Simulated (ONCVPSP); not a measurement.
# C: the cost of one run

Program: ONCVPSP 4.0.1.1 (patched build). Reference atom: PBEsol, scalar-relativistic, spherical and spin-unpolarised. All values are calculated.

## (1) The design

Typed settings, in words:

```
element                 : carbon (C, Z = 6)
type                    : optimised norm-conserving Vanderbilt (ONCV)
frozen core             : [He]
valence charge          : 4
reference configuration : 2s2 2p2
partial waves           : 2s: rc 0.95 bohr, ncon 4, nbas 7, qcut 5.4 1/bohr, 2 projectors, debl 3.9 Ha; 2p: rc 1.45 bohr, ncon 3, nbas 6, qcut 6.4 1/bohr, 2 projectors, debl 2.4 Ha; d scattering state at 0.44 Ha: rc 1.55 bohr, ncon 3, nbas 7, qcut 6.5 1/bohr, 2 projectors, debl 0.7 Ha
local potential         : polynomial inside 0.70 bohr (lpopt 5, dvloc0 0 Ha)
core correction         : Teter function, fcfact 4.5, rcfact 1.4
```

The outer shells as boxes (Hund's rule for the drawing; the calculation is spin-unpolarised):

```
[He] core
2s [↑↓]
2p [↑ ][↑ ][  ]
```

The nodes and maxima of the atom's own shells, from an earlier all-electron run, set the scale for the radii.

All-electron outer shells of the reference configuration (PBEsol, scalar-relativistic, ld1.x):

```
shell  level (eV)  outermost node (bohr)  outermost maximum (bohr)
   1s     -272.04                      –                      0.18
   2s      -13.65                   0.38                      1.22
   2p       -5.23                      –                      1.20
```

## (2) Generating the potential

Input file C.dat:

```
# ATOM AND REFERENCE CONFIGURATION
# atsym  z   nc   nv     iexc    psfile
  C 6.00    1    2  -116133      upf
#
#   n    l    f
    1    0    2.00
    2    0    2.00
    2    1    2.00
#
# PSEUDOPOTENTIAL AND OPTIMIZATION
# lmax
    2
#
#   l,   rc,      ep,       ncon, nbas, qcut
    0    0.95    0.00    4    7    5.40
    1    1.45    0.00    3    6    6.40
    2    1.55    0.44    3    7    6.50
#
# LOCAL POTENTIAL
# lloc, lpopt,  rc(5),   dvloc0
    4    5    0.70    0.00
#
# VANDERBILT-KLEINMAN-BYLANDER PROJECTORs
# l, nproj, debl
    0    2    3.90
    1    2    2.40
    2    2    0.70
#
# MODEL CORE CHARGE
# icmod, fcfact, rcfact
    3    4.50    1.40
#
# LOG DERIVATIVE ANALYSIS
# epsh1, epsh2, depsh
   -2.00    5.00    0.02
#
# OUTPUT GRID
# rlmax, drl
    6.00    0.01
#
# TEST CONFIGURATIONS
# ncnf
    4
# nvcnf
#   n    l    f
    2
    2    0    2.00
    2    1    1.00
#
    2
    2    0    2.00
    2    1    0.00
#
    2
    2    0    1.00
    2    1    0.00
#
    2
    2    0    0.00
    2    1    4.00
#
```

The run is started by

```sh
$ oncvpsp.x < C.dat > C.out
```

**Question.** How long does this run take on 1 thread of Intel Xeon 6975P-C, shared host?

About 2.1 s.
